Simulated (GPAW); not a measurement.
Here is a GPAW 26.7.0 calculation.

The input run.py:

```python
from ase import Atoms
from ase.dft.bandgap import bandgap
from ase.io import write
from ase.units import GPa
from gpaw import GPAW, PW, setup_paths

setup_paths.insert(0, '.')

atoms = Atoms(['Au', 'Ag', 'Ag', 'Ag'],
              cell=[[-2.059501, 2.059501, 4.09760052],
                    [2.059501, -2.059501, 4.09760052],
                    [2.059501, 2.059501, -4.09760052]],
              scaled_positions=[[0.0, 0.0, 0.0],
                                [0.5, 0.5, 0.0],
                                [0.25, 0.75, 0.5],
                                [0.75, 0.25, 0.5]],
              pbc=True)

calc = GPAW(mode=PW(600),
            xc='PBEsol',
            kpts={'size': (6, 6, 6), 'gamma': True},
            occupations={'name': 'fermi-dirac', 'width': 0.05},
            nbands=53,
            convergence={'density': 1e-05, 'energy': 1e-05},
            maxiter=150,
            txt='gpaw.txt')
atoms.calc = calc
energy = atoms.get_potential_energy()
forces = atoms.get_forces()
stress = atoms.get_stress()
calc.write('gs.gpw')
write('result.traj', atoms)
print(f'Energy: {energy:.6f} eV')
print('Forces (eV/A):')
print(forces.round(4))
print('Stress (GPa):', (stress / GPa).round(3))
print('Fermi level:', round(calc.get_fermi_level(), 4), 'eV')
print(f'Gap: {bandgap(calc)[0]:.4f} eV, direct: {bandgap(calc, direct=True)[0]:.4f} eV')

path = atoms.cell.bandpath('GXYSGZS1NPY1Z,XP', npoints=100, eps=1e-4)
bs_calc = calc.fixed_density(kpts=path, symmetry='off', nbands=73,
                             convergence={'bands': 'CBM+6.0', 'eigenstates': 1e-6}, txt='bands.txt')
bs = bs_calc.band_structure()
bs.write('bs.json')
print(f'Gap on the path: {bandgap(bs_calc)[0]:.4f} eV')
```

Potentials or basis: PAW data sets generated in the run's folder for this functional, pw.

The run is started by

```sh
$ gpaw-setup -f PBEsol Ag Au
$ OMP_NUM_THREADS=1 python run.py
```

Task: What does it give for the band gap along the path?

Result: None (metal or under the smearing width).

Task: Predict the pressure.

Result: -3.9 GPa.

Levels at the corners of the path, in eV from the Fermi level:
| point | band 28 | band 29 | band 30 | band 31 | band 32 | band 33 | band 34 | band 35 |
| --- | --- | --- | --- | --- | --- | --- | --- | --- |
| Γ | -2.33 | -2.33 | -2.08 | 1.54 | 5.31 | 5.79 | 5.79 | 6.27 |
| X | -2.51 | -2.43 | -0.55 | -0.51 | -0.49 | -0.46 | 3.08 | 3.98 |
| Y | -2.58 | -2.55 | -1.48 | -1.10 | -0.34 | -0.19 | 4.79 | 5.45 |
| S | -2.87 | -2.75 | -2.28 | -1.56 | -1.23 | 4.44 | 6.38 | 7.61 |
| Γ | -2.33 | -2.33 | -2.08 | 1.54 | 5.31 | 5.79 | 5.79 | 6.27 |
| Z | -2.46 | -2.27 | -2.27 | -2.09 | 1.45 | 1.45 | 5.93 | 7.06 |
| S1 | -2.87 | -2.75 | -2.28 | -1.56 | -1.23 | 4.44 | 6.38 | 7.61 |
| N | -2.98 | -2.56 | -2.35 | -2.12 | 2.39 | 2.48 | 6.74 | 7.29 |
| P | -2.80 | -2.75 | -0.74 | -0.52 | -0.52 | -0.08 | 4.50 | 5.52 |
| Y1 | -2.58 | -2.55 | -1.48 | -1.10 | -0.34 | -0.19 | 4.79 | 5.45 |
| Z | -2.46 | -2.27 | -2.27 | -2.09 | 1.45 | 1.45 | 5.93 | 7.06 |
| X | -2.51 | -2.43 | -0.55 | -0.51 | -0.49 | -0.46 | 3.08 | 3.98 |
| P | -2.80 | -2.75 | -0.74 | -0.52 | -0.52 | -0.08 | 4.50 | 5.52 |

Caveat: with this Au data set, volumes or pressures lay over 1.5 % or 2 GPa off other programs in two to four cells of ten; spin-orbit coupling is left out, which moves the levels of the heavy elements.
